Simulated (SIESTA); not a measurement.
# Pt2W under changes of volume

One of the cells (15.522 Å³/atom); the others are scaled copies at fixed shape and fractional positions:

```
CELL_PARAMETERS angstrom
-1.39555 1.99533 4.18077
1.39555 -1.99533 4.18077
1.39555 1.99533 -4.18077
ATOMIC_POSITIONS crystal
Pt 0.33678 0.33678 0.00000
Pt 0.66322 0.66322 0.00000
W 0.00000 0.00000 0.00000
```

The cell comes from a database or a generator and needn't be the stable form of this composition.

| Item | Value |
| --- | --- |
| Program | SIESTA 5.4.2 |
| Functional | PBEsol |
| Potentials or basis | PseudoDojo 0.4 standard (PBEsol files) |
| Basis | DZP (energy shift 0.003 Ry; two zetas on semicore shells) |
| Grid cutoff | 800 Ry |
| Energy shift | 0.003 Ry |
| k mesh | 12 × 12 × 12 |
| Occupations | fermi-dirac, width 0.05 eV |
| Spin | no spin polarisation |

| volume (Å³/atom) | energy over the lowest point (meV/atom) | pressure (GPa) | largest force (eV/Å) |
| --- | --- | --- | --- |
| 14.305 | 51.54 | 22.3 | 0.374 |
| 14.609 | 17.84 | 13.5 | 0.301 |
| 14.914 | 0.00 | 5.6 | 0.222 |
| 15.522 | 5.19 | -7.6 | 0.147 |
| 15.827 | 24.98 | -13.1 | 0.079 |
| 16.131 | ? | ? | ? |

Question: What does the run at 16.131 Å³/atom give?

Answer: Energy over the lowest point 54.85 meV/atom; pressure -18.1 GPa; largest force 0.025 eV/Å.

Worked out: A Birch-Murnaghan fit of order 3 (a polynomial in V^(-2/3)) to the other rows has its minimum at 15.15 Å³/atom with B0 = V·E''(V) = 335 GPa and B' = 5.3 at fixed shape and positions, which overstates the stiffness. It gives 54.39 meV/atom at 16.131 Å³/atom, against the run's 54.85, and -dE/dV = -17.8 GPa, against -18.1.

Energies are extrapolated to zero smearing.

Caveats: short orbitals over semicore shells can move pressures by several GPa; the basis of atomic orbitals isn't converged, which shifts pressures, moduli and gaps.
